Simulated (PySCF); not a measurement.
**A gas-phase reaction: AlBrCl2 + H2O → AlCl2HO + BrH**

Aim: the reaction energy of `[Cl][Al]([Cl])[Br]` + `O` → `[OH][Al]([Cl])[Cl]` + `Br`.

Programs: PySCF 2.14.0. All values are calculated, for the isolated system unless a continuum is named. Atoms count from 0, parts from 1.

### Step 1. Starting point

Each species was relaxed by itself at PBE0-D3(BJ)/def2-SVPD.

### Step 2. Energies of the species: wB97M-D3(BJ)/def2-TZVPD

What the job is given:

```
{"job": {"kind": "react", "xc": "wB97M-D3(BJ)", "basis": "def2-TZVPD"}, "charge": 0, "multiplicity": 1}
-1 AlBrCl2 charge 0 multiplicity 1
Cl    -0.095890    -0.972840     1.848160
Al    -0.016540     0.010530     0.006490
Cl    -1.597210    -0.200470    -1.343040
Br     1.740880     1.277060    -0.517800

-1 H2O charge 0 multiplicity 1
O      0.000340     0.389280    -0.009720
H      0.762730    -0.195260     0.006030
H     -0.763060    -0.193980     0.003660

+1 AlCl2HO charge 0 multiplicity 1
O      0.448690     0.862410    -0.781220
Al    -0.109130    -0.289320     0.263790
Cl     0.758580    -2.190740     0.342150
Cl    -1.707840     0.096460     1.555740
H      0.766080     1.527840    -1.375750

+1 BrH charge 0 multiplicity 1
Br     0.715030     0.003550    -0.003630
H     -0.708700    -0.000500     0.002890
```

Method: wB97M-D3(BJ)/def2-TZVPD reaction energy of separated species, gas phase.

Launch:

```
$ OMP_NUM_THREADS=1 python cluster_run.py task.json out
```

The driver reads the jobs from task.json and runs them one after another.

**Question.** The jobs that follow are: PBE0-D3(BJ)/def2-TZVPD reaction energy of separated species, gas phase; MP2/def2-TZVPD reaction energy of separated species, gas phase. Predict: reaction energy (wB97M-D3(BJ)/def2-TZVPD); ΔH, ΔG at 298 K (xTB thermal terms). Thermal terms come from harmonic xTB runs on each species.

**Answer**, as computed:

| quantity | value |
| --- | --- |
| reaction energy (wB97M-D3(BJ)/def2-TZVPD) | 7.67 kcal/mol |
| ΔH, ΔG at 298 K (xTB thermal terms) | +5.5, +5.4 kcal/mol |
| range of the reaction energy over the runs of this table | 7.67 to 9.93 kcal/mol |

What this shows: The reaction is endothermic by 5.5 kcal/mol in the gas phase; dispersion gives +0.23, and xTB itself gave -1.96 for the electronic energy (xTB energies and thermal terms come from the earlier relaxation of each species, not shown). No barrier was sought. The reaction energy runs from 7.67 (wB97M-D3(BJ)/def2-TZVPD) to 9.93 kcal/mol (PBE0-D3(BJ)/def2-TZVPD).
